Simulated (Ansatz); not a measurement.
# Sb: the cost of one run

Method: DFT PBEsol, scalar-relativistic, in Ansatz 0.2.0.

### Step 1. Starting point

The structure is trigonal, space group R-3m (No. 166). The conventional cell has a = 4.301 Å, b = 4.301 Å, c = 11.232 Å, α = 90.00°, β = 90.00°, γ = 120.00°. Sb (site symmetry 3m) is surrounded by 3 Sb at 2.90 Å.

Coordinates:

```cif
data_structure
_symmetry_space_group_name_H-M 'R-3m:H'
_symmetry_Int_Tables_number 166
_cell_length_a 4.3012
_cell_length_b 4.3012
_cell_length_c 11.2320
_cell_angle_alpha 90.000
_cell_angle_beta 90.000
_cell_angle_gamma 120.000
_cell_volume 179.96
loop_
_atom_site_label
_atom_site_type_symbol
_atom_site_symmetry_multiplicity
_atom_site_Wyckoff_symbol
_atom_site_fract_x
_atom_site_fract_y
_atom_site_fract_z
_atom_site_occupancy
Sb1 Sb 6 c 0.00000 0.00000 0.23364 1
```

The file gives the conventional cell by its symmetry; the runs use the cell typed in the input.

Atoms are numbered in the order of the input: Sb1, Sb2.

### Step 2. After the deformation

Space group R-3m before, P-1 after.

### Step 3. All-electron LAPW

input.yaml reads:

```yaml
crystal:
  lattice:
    - [2.1007438352, 1.1827036773, 3.7100774999]
    - [-2.2004568288, 1.2257156839, 3.7530895065]
    - [-0.0126070064, -2.5207393611, 3.7688329936]
  atoms:
    - { symbol: Sb, position: [0.23364, 0.23364, 0.23364] }
    - { symbol: Sb, position: [0.76636, 0.76636, 0.76636] }
kpoints:
  mp_grid: { grid: [9, 9, 9] }
  band_path:
    path:
      - [0.0, 0.0, 0.0]
      - [0.0, 0.0, -0.5]
      - [0.5, 0.5, 0.5]
      - [0.0, 0.0, 0.0]
      - [0.0, -0.5, 0.0]
      - [0.5, 0.0, 0.0]
      - [0.0, 0.0, 0.0]
      - [0.5, 0.0, 0.5]
      - [0.0, -0.5, -0.5]
    npoints: 5
scf:
  occupations: { method: fermi_dirac, width: 0.05 }
hamiltonian:
  xc: pbesol
  pseudopotentials: { kind: all_electron, lapw: { basis_error: 0.0005 } }
output:
  forces: true
  stress: true
  eigenvalues: true
```

Command:

```
$ ansatz run input.yaml --threads 1 --pin off --max-ram 3072MiB --backend cpu --events-out ev --progress --plain --runs-dir out
```

Q: Estimate wall time and peak memory on 1 thread of Arm Neoverse V1, shared host.

About 2.4 min, with a peak of 1.2 GiB.
